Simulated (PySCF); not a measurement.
# [Lu(HCN)]3+: other functionals and bases at one geometry

One table from this session's results is given with a row withheld; the runs are named, their logs left out.

The runs use PySCF 2.14.0; several levels, as the steps say, no spin–orbit coupling.

3 further runs of the same task are left out: 1 for a known fault of the program, 2 that didn't finish.

## The system as given

4 atoms, charge 3, spin multiplicity 1.

Bond lengths: Lu1–N2 2.150 Å, N2–C3 1.181 Å, C3–H4 1.127 Å. Angles: Lu1–N2–C3 180.0°, N2–C3–H4 180.0°.

As a file:

| atom | x (Å) | y (Å) | z (Å) |
| --- | --- | --- | --- |
| Lu1 | 0.0000 | 0.0000 | -0.2110 |
| N2 | 0.0000 | 0.0000 | 1.9395 |
| C3 | 0.0000 | 0.0000 | 3.1205 |
| H4 | 0.0000 | 0.0000 | 4.2477 |

Formal oxidation states: Lu +3. Each metal's 14 4f electrons lie in its core potential, so multiplicities, spins and levels count the valence alone. An earlier session relaxed this geometry at BP86, Lu lcecp-1-SVP with ECP60, N def2-SVP, C def2-SVP, H def2-SVP (singlet, point group C∞v).

At BP86 on the finer grid: E = -132.034496 Eh, HOMO -26.17 eV, LUMO -21.03 eV, Mulliken charge on Lu1 +2.40 e, largest force component 0.003 eV/Å. 

Levels to run: wB97X; r2SCAN; PBE; revPBE; BP86, TZVP. Hardware: 2 threads of Arm Neoverse V2, shared host.

The first run:

Input file run.py (the lines that set the calculation):

```python
mol = gto.M(atom='''
Lu     0.00000     0.00000    -0.21098
N      0.00000     0.00000     1.93947
C      0.00000     0.00000     3.12054
H      0.00000     0.00000     4.24767''',
    basis={'Lu': 'lcecp-1-SVP', 'N': 'def2-SVP', 'C': 'def2-SVP', 'H': 'def2-SVP'},
    ecp={'Lu': 'lcecp-1-SVP'},
    charge=3, spin=0)
mf = dft.RKS(mol, xc='WB97X')
mf.grids.atom_grid = (75, 302)  # f atoms: unpruned, at least (60, 302)
mf = mf.density_fit()  # fitting sets: Lu AutoAux, N def2-universal-JKFIT, C def2-universal-JKFIT, H def2-universal-JKFIT
mf.conv_tol = 1e-08; mf.max_cycle = 55
mf.kernel(dm0)  # dm0: the density of the relaxed state
```

The run is started by

```bash
$ OMP_NUM_THREADS=2 python run.py
```

Among the steps run: wB97X; r2SCAN; PBE; revPBE; BP86, TZVP.

One table of the session follows, with a row left open; its other results are not shown here.

```
              level  HOMO (eV)  gap (eV)  charge on Lu1 (e)  dipole (D)  largest force component (eV/Å)
BP86 (relaxed here)     -26.17      5.14               2.40        5.96                            0.00
              wB97X     -29.65     12.21               2.48        5.36                            2.06
             r2SCAN     -26.22      5.88               2.46        5.69                            1.16
                PBE          ?         ?                  ?           ?                               ?
             revPBE     -26.03      4.99               2.40        5.93                            0.20
         BP86, TZVP     -26.10      5.07               2.54        6.01                            0.84
```

Estimate the missing values for PBE.

The run gave: HOMO (eV): -26.11; gap (eV): 5.05; charge on Lu1 (e): 2.39; dipole (D): 5.97; largest force component (eV/Å): 0.08. In the column «HOMO (eV)» it lies between BP86 (relaxed here) (-26.17) and BP86, TZVP (-26.10).

The dipole of a charged species depends on the origin, so these sizes hold for this origin alone.

In one basis the HOMO–LUMO gap runs from 4.99 eV (revPBE) to 12.21 eV (wB97X). The largest leftover force, 2.06 eV/Å with wB97X, stands at a geometry relaxed at another level. With 4f in the core, its levels are missing from HOMO and gap, and its count is fixed, so no charge can pass from the ligands into it. Total energies of different levels can't be compared.
